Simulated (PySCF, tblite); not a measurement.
**C₂H₅FNSi radical: geometry, infrared bands and EPR parameters**

Aim: predict the infrared bands and EPR parameters of C₂H₅FNSi radical (`C=C[Si@@H]([NH])F`).

The runs use tblite 0.8.0 and PySCF 2.14.0, with density-fitted response routines of our own; the level of theory stands in each step. All values are computed, except where a source is named. Atoms count from 0, in the outputs and in this text.

**1. Starting geometry**

10 atoms, charge 0, multiplicity 2; geometry from: force field or distance geometry start.

Bonds of the start (Å): C0–C1 1.35, C1–Si2 1.81, Si2–N3 1.75, Si2–F4 1.61, C0–H5 1.07, C0–H6 1.09, C1–H7 1.08, Si2–H8 1.48, N3–H9 1.04.

**2. Optimising the geometry with GFN2-xTB**

Job settings and geometry (Å):

```
{"job": {"kind": "relax", "xc": "GFN2-xTB", "basis": "xTB"}, "charge": 0, "multiplicity": 2}
C      1.457300     0.440600     0.954800
C      0.786700     0.102200    -0.168700
Si    -1.004400     0.199300    -0.435300
N     -1.536800    -1.218700    -1.311600
F     -1.746200     0.228500     0.993900
H      2.519100     0.327500     1.018300
H      0.922700     0.832800     1.820000
H      1.333400    -0.299200    -1.006300
H     -1.357800     1.414700    -1.210600
H     -1.365100    -2.023100    -0.677100
```

Run with:

```
OMP_NUM_THREADS=1 python probes_run.py task.json out
```

This one command runs all jobs of the session in turn.

What it wrote:

```text
step      E/eV     max force
  0    -439.34866    3.304
  1    -439.56846    2.073
  2    -439.63156    0.752
  3    -439.65213    0.571
  4    -439.68547    0.545
  5    -439.71515    0.664
  6    -439.74324    0.668
  7    -439.76239    0.456
  8    -439.77554    0.393
  9    -439.78844    0.442
 10    -439.80222    0.364
 11    -439.80954    0.197
 12    -439.81192    0.122
 13    -439.81279    0.108
 14    -439.81393    0.121
 15    -439.81573    0.128
 16    -439.81814    0.141
 17    -439.81968    0.132
 18    -439.82141    0.123
 19    -439.82316    0.122
 20    -439.82541    0.144
 21    -439.82767    0.129
 22    -439.82960    0.107
 23    -439.83110    0.113
 24    -439.83223    0.100
 25    -439.83310    0.077
 26    -439.83394    0.075
 27    -439.83486    0.087
 28    -439.83568    0.082
 29    -439.83622    0.053
 30    -439.83652    0.054
 31    -439.83675    0.049
 32    -439.83701    0.061
 33    -439.83728    0.048
 34    -439.83748    0.039
 35    -439.83762    0.032
 36    -439.83779    0.042
 37    -439.83804    0.054
 38    -439.83831    0.049
 39    -439.83849    0.030
 40    -439.83857    0.021
 41    -439.83862    0.024
 42    -439.83868    0.023
 43    -439.83875    0.015
 44    -439.83880    0.016
 45    -439.83883    0.015
 46    -439.83885    0.014
 47    -439.83890    0.014
 48    -439.83896    0.018
 49    -439.83902    0.023
 50    -439.83907    0.023
 51    -439.83912    0.023
 52    -439.83921    0.027
 53    -439.83936    0.033
 54    -439.83954    0.035
 55    -439.83969    0.034
 56    -439.83980    0.031
 57    -439.83992    0.037
 58    -439.84005    0.039
 59    -439.84019    0.036
 60    -439.84031    0.041
 61    -439.84042    0.043
 62    -439.84058    0.044
 63    -439.84082    0.040
 64    -439.84108    0.039
 65    -439.84127    0.028
 66    -439.84138    0.028
 67    -439.84146    0.026
 68    -439.84157    0.024
 69    -439.84175    0.030
 70    -439.84201    0.028
 71    -439.84217    0.039
 72    -439.84227    0.026
 73    -439.84244    0.031
 74    -439.84261    0.026
 75    -439.84269    0.018
 76    -439.84273    0.014
 77    -439.84276    0.014
 78    -439.84279    0.014
 79    -439.84282    0.024
 80    -439.84286    0.027
 81    -439.84289    0.025
 82    -439.84291    0.010
 83    -439.84291    0.003
```

Wall time 1.1 s (1 thread of Intel Xeon at 2.50GHz, shared host).

Along the way: (not every step is listed)

```csv
step,energy from step 0 (eV),largest force (eV/Å)
0,0.0000,3.3039
1,-0.2198,2.0728
2,-0.2829,0.7524
3,-0.3035,0.5712
4,-0.3368,0.5448
5,-0.3665,0.6638
6,-0.3946,0.6685
7,-0.4137,0.4557
8,-0.4269,0.3933
15,-0.4671,0.1279
22,-0.4809,0.1071
29,-0.4876,0.0534
36,-0.4891,0.0422
43,-0.4901,0.0150
50,-0.4904,0.0230
57,-0.4913,0.0369
64,-0.4924,0.0392
71,-0.4935,0.0391
78,-0.4941,0.0137
79,-0.4942,0.0242
80,-0.4942,0.0271
81,-0.4942,0.0252
82,-0.4943,0.0099
83,-0.4943,0.0033
```

Close pairs (by a distance rule), those that changed most:

```csv
bond,before (Å),after (Å),change (Å)
C1–Si2,1.813,1.929,+0.116
Si2–N3,1.750,1.653,-0.097
C0–C1,1.351,1.311,-0.041
Si2–H8,1.484,1.452,-0.033
N3–H9,1.039,1.008,-0.031
Si2–F4,1.611,1.625,+0.014
C0–H5,1.070,1.082,+0.012
C0–H6,1.090,1.078,-0.012
```

The final coordinates are the input of the step that follows.

**3. Infrared spectrum with GFN2-xTB**

Job settings and geometry (Å):

```
{"job": {"kind": "ir", "xc": "GFN2-xTB", "basis": "xTB"}, "charge": 0, "multiplicity": 2}
C      1.419844     0.345884     0.958074
C      0.872429     0.197628    -0.223429
Si    -1.039613     0.151872    -0.475459
N     -1.294176    -1.346350    -1.125371
F     -1.628897     0.568143     0.980081
H      2.492356     0.409064     1.087138
H      0.836619     0.427100     1.860857
H      1.436097     0.089011    -1.133391
H     -1.377555     1.281715    -1.322074
H     -1.708221    -2.119413    -0.628954
```

What it wrote:

```text
mode    cm-1     km/mol
  1      55.0      0.04
  2     150.1      0.15
  3     173.1      3.34
  4     215.8     29.84
  5     331.3     54.74
  6     347.9     97.43
  7     444.4      7.71
  8     559.8      3.24
  9     603.7      7.01
 10     632.9     69.40
 11     729.0     27.30
 12     774.6    315.68
 13     859.4      4.73
 14     951.6      3.20
 15     992.1     43.37
 16    1089.5    102.38
 17    1187.2     75.03
 18    1385.3      2.02
 19    1672.2     65.33
 20    2326.8    121.09
 21    3033.5      3.34
 22    3099.2      1.36
 23    3106.7     28.98
 24    3459.0      1.31
```

Run time: 0.59 s. Hardware: 1 thread of Intel Xeon at 2.50GHz, shared host.

Which atoms move in the most intense modes:

```csv
cm⁻¹,km/mol,atoms
331,54.7,"H9 49 %, C0 14 %, N3 10 %"
348,97.4,"H9 27 %, Si2 20 %, C1 17 %"
633,69.4,"H8 69 %, Si2 11 %"
775,315.7,"H9 37 %, F4 27 %, Si2 27 %"
1090,102.4,"N3 53 %, Si2 35 %"
1187,75.0,"H7 56 %, C1 14 %, C0 10 %"
1672,65.3,"C0 48 %, C1 46 %"
2327,121.1,H8 97 %
```

**4. g tensor and hyperfine couplings: B3LYP/pcH-1**

Same as in step 3 but for these lines:

```diff
@@ -1,2 +1,2 @@
-{"job": {"kind": "ir", "xc": "GFN2-xTB", "basis": "xTB"}, "charge": 0, "multiplicity": 2}
+{"job": {"kind": "epr", "basis": "pcH-1"}, "charge": 0, "multiplicity": 2}
 C      1.419844     0.345884     0.958074
```

Level: UKS B3LYP, pcH-1 on C F H N Si, non-relativistic, mean-field spin-orbit, GIAO.

What it wrote:

```text
UKS, coarse grid
  cycle   1  E = -523.23220228  |g| = 4.90e-01
  cycle   2  E = -523.14125676  |g| = 7.48e-01
  cycle   3  E = -523.32241798  |g| = 6.25e-02
  cycle   4  E = -523.32378345  |g| = 4.20e-02
  cycle   5  E = -523.32464934  |g| = 1.18e-02
  cycle   6  E = -523.32471748  |g| = 7.87e-03
  cycle   7  E = -523.32475502  |g| = 1.45e-03
  cycle   8  E = -523.32475830  |g| = 4.46e-04
UKS, final grid
  cycle   1  E = -523.32474085  |g| = 4.37e-04
  cycle   2  E = -523.32474085  |g| = 7.23e-04
  cycle   3  E = -523.32474114  |g| = 1.34e-04
  cycle   4  E = -523.32474120  |g| = 9.67e-05
  cycle   5  E = -523.32474127  |g| = 5.51e-05
  cycle   6  E = -523.32474127  |g| = 2.09e-05
E = -523.32474127 Eh   <S^2> = 0.7545 (exact 0.7500)
g shifts (ppm)      1          2          3
  rmc          -194       -194       -194
  gc             -1         33         37
  oz_so         120       1503       6790
  total         -76       1342       6633
hyperfine (MHz)  atom isotope    a_iso     a_fc   dipolar eigenvalues
    0   13C       4.09       4.10     -3.53     -2.17      5.69
    1   13C      62.27      62.29    -10.50     -9.62     20.13
    2  29Si      65.91      66.02     -4.75     -0.40      5.14
    3   14N      27.36      27.21    -39.86    -38.84     78.70
    4   19F     -24.51     -24.48     -4.78      0.84      3.94
    5    1H      20.33      20.33     -2.28     -1.37      3.65
    6    1H       7.01       7.02     -2.43     -0.57      3.01
    7    1H       1.08       1.08     -5.58     -0.02      5.59
    8    1H      82.68      82.67     -3.74     -1.90      5.64
    9    1H     -54.22     -54.39    -49.30     -8.44     57.75
```

It took 62 s on 1 thread of Intel Xeon at 2.50GHz, shared host; peak memory 0.64 GiB.

Principal g values 2.00224, 2.00366, 2.00895; g(iso) = 2.00495, against 2.00232 for a free electron.

Hyperfine couplings, nucleus by nucleus at this fixed geometry (no averaging over rotations):

```csv
nuclei,isotope,a(iso) (MHz),"a(iso) (G, at g = 2.0023)",largest dipolar term (MHz)
H8,1H,82.7,29.5,5.6
Si2,29Si,65.9,23.5,5.1
C1,13C,62.3,22.2,20.1
H9,1H,-54.2,-19.3,57.7
N3,14N,27.4,9.8,78.7
F4,19F,-24.5,-8.7,-4.8
H5,1H,20.3,7.3,3.6
H6,1H,7.0,2.5,3.0
C0,13C,4.1,1.5,5.7
H7,1H,1.1,0.4,5.6
```

Mulliken spin populations:

```csv
atom,value (e)
C0,0.03
C1,0.08
Si2,-0.05
N3,0.91
F4,0.00
H5,0.01
H6,0.00
H7,0.00
H8,0.05
H9,-0.03
```

In first order the couplings over 0.8 MHz of 1H, 14N, 19F give 160 distinct lines over 87.2 G.

Orbitals, density, ELF and potential are computed afterwards from the orbital file.

ELF in a plane through or near 4 of the atoms.

Ten even steps from ' ' (0.00) to '@' (1.00):
```
                                                        
                                                        
                                                        
                            ....::..                    
                ....      --**####**--..                
              ::##%%**    ++%%####%%++::                
              ++@@@@@@::  ==%%****##==..                
              ++@@@@@@==  ..++####++::                  
          ::::==##%%%%--    ::::....----::..            
      ..**%%@@%%--==::++--==++    ..####==::..          
      ::@@@@@@@@##::##%%++##%%----%%%%##**==::          
      ::@@@@@@@@##++##**==****::==%%----%%**==..        
        ++@@@@##::..--++**++::..--%%@@%%@@##++..        
          ::::      ::****==    ::%%@@@@@@##==..        
                    ::++++--    ..**%%%%##++::          
                      ::::..      ::==++--..            
                                                        
                                                        
                                                        
                                                        
```
The map spans 10.6 Å across and 8.8 Å up, centred on the molecule. Atoms in the plane (x, y in Å): C0 (-1.7, 0.1), N3 (2.0, -0.7), F4 (0.8, 1.8), H5 (-2.7, -0.3).

On the surface of density 0.002 e/bohr³ the electrostatic potential runs, from the 1st to the 99th percentile, from -1.27 V near N3 to 1.89 V near H9.

The spin density lies nearest to N3 73 %; C1 8 %; H9 8 %.

**5. Results**

| quantity | value |
| --- | --- |
| strongest single infrared mode (GFN2-xTB) | 775 cm⁻¹, 316 km/mol |
| zero-point energy (GFN2-xTB) | 40.3 kcal/mol |
| g(iso) (B3LYP) | 2.00495 |
| ⟨S²⟩ | 0.755 (exact 0.75) |
| largest a(iso) | 1H on H8, 82.7 MHz |
| surface potential, 1st and 99th percentile | -1.27 V and 1.89 V |

In words: Over 83 steps the energy fell by 0.494 eV; of the close pairs, C1–Si2 changed most, 1.813 to 1.929 Å. All 24 modes are real, so the xTB geometry is a minimum. The strongest single mode, at 775 cm⁻¹, has its largest shares on H9, F4 and Si2 (the list is cut at 3 atoms). GFN2-xTB is a fitted tight-binding method: band positions and strengths are rough. Its intensities can rank the bands wrongly. N3 carries the largest spin population, 0.91 e. The isotropic g lies 2.6 ppt above the free-electron value.
